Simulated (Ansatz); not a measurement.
# C₂H₁₀N₂Si: a ladder of functionals and wavefunction methods

The task here is to estimate one member of a computed series from the others.

Program: Ansatz 0.2.0, Gaussian basis. Level of theory: functionals in def2-TZVPP, the program's frozen cores in correlated methods. These are calculated values, not measurements.

Plan: PBE-D4, r2SCAN-D4, PBE0-D4, B3LYP-D4, ωB97X-V, ωB97M-V, B2PLYP; CCSD(T)/def2-TZVPP; MP2/def2-QZVPP; extrapolation to the limit.

## Structure used throughout

The geometry comes from an earlier relaxation with PBE0-D4 in a triple-zeta def2 set; it is a stationary point, not always the lowest conformer.

SMILES `CN[SiH](C)N`, 15 atoms, charge 0, spin multiplicity 1.

Atoms are counted from 1 here; the program's logs count them from 0.

Bond lengths: C1–N2 1.445 Å, C1–H6 1.098 Å, C1–H7 1.095 Å, C1–H8 1.092 Å, N2–Si3 1.712 Å, N2–H9 1.006 Å, Si3–C4 1.869 Å, Si3–N5 1.718 Å, Si3–H10 1.495 Å, C4–H11 1.093 Å, C4–H12 1.093 Å, C4–H13 1.094 Å, N5–H14 1.006 Å, N5–H15 1.007 Å. Angles: N2–C1–H6 113.4°, N2–C1–H7 111.5°, N2–C1–H8 109.2°, H6–C1–H7 107.8°, H6–C1–H8 107.6°, H7–C1–H8 107.0°, C1–N2–Si3 125.2°, C1–N2–H9 114.4°, Si3–N2–H9 117.9°, N2–Si3–C4 116.5°, N2–Si3–N5 107.8°, N2–Si3–H10 102.9°, C4–Si3–N5 105.3°, C4–Si3–H10 108.7°, N5–Si3–H10 116.1°, Si3–C4–H11 110.4°, Si3–C4–H12 111.2°, Si3–C4–H13 111.5° and more.

The first run:

in.yaml

```yaml
crystal:
  periodic: [false, false, false]
  atoms:
    - {symbol: C, position_ang: [-1.797708, 0.041415, 1.002777]}
    - {symbol: N, position_ang: [-0.446366, 0.533131, 1.146659]}
    - {symbol: Si, position_ang: [0.790413, 0.381744, -0.027993]}
    - {symbol: C, position_ang: [1.276317, -1.358325, -0.507589]}
    - {symbol: N, position_ang: [0.228472, 1.111473, -1.477763]}
    - {symbol: H, position_ang: [-1.950996, -0.949335, 1.450551]}
    - {symbol: H, position_ang: [-2.523580, 0.728016, 1.450620]}
    - {symbol: H, position_ang: [-2.041673, -0.033896, -0.059255]}
    - {symbol: H, position_ang: [-0.173453, 0.728458, 2.095504]}
    - {symbol: H, position_ang: [1.959213, 1.042024, 0.630318]}
    - {symbol: H, position_ang: [1.652099, -1.902821, 0.362152]}
    - {symbol: H, position_ang: [0.422259, -1.910173, -0.909396]}
    - {symbol: H, position_ang: [2.065558, -1.359314, -1.265198]}
    - {symbol: H, position_ang: [0.588714, 0.824518, -2.372336]}
    - {symbol: H, position_ang: [-0.071168, 2.072487, -1.489655]}
basis:
  gaussian: {orbitals: def2-TZVPP}
hamiltonian: {xc: pbe, dispersion: d4}
output: {forces: true, orbitals: {seedname: orbitals}}
```

On the command line:

```
ansatz run in.yaml --threads 4 --pin off --events-out ev --progress --plain --max-ram 10444MiB
```

Among the steps run: PBE-D4 (GGA); r2SCAN-D4 (meta-GGA); PBE0-D4 (hybrid); B3LYP-D4 (hybrid); ωB97X-V (range-separated); ωB97M-V (range-separated); B2PLYP (double hybrid); CCSD(T) in def2-TZVPP; MP2 in def2-QZVPP.

One of the session's tables, all rows but one given; the rest of the session is left out.

It belongs to the step «Atomisation energies». 

```
            method  atomisation energy (kJ/mol)
            PBE-D4                       5542.5
         r2SCAN-D4                       5455.7
           PBE0-D4                       5468.2
          B3LYP-D4                       5494.5
           ωB97X-V                       5496.8
           ωB97M-V                       5497.4
            B2PLYP                       5420.0
     HF/def2-TZVPP                       3964.0
    MP2/def2-TZVPP                       5361.1
   CCSD/def2-TZVPP                       5259.3
CCSD(T)/def2-TZVPP                            ?
           MP2/CBS                       5512.2
       CCSD(T)/CBS                       5476.1
```

Estimate the missing values for CCSD(T)/def2-TZVPP.

**Answer.** atomisation energy (kJ/mol): 5325.0. In the column «atomisation energy (kJ/mol)» it lies between CCSD/def2-TZVPP (5259.3) and MP2/def2-TZVPP (5361.1).
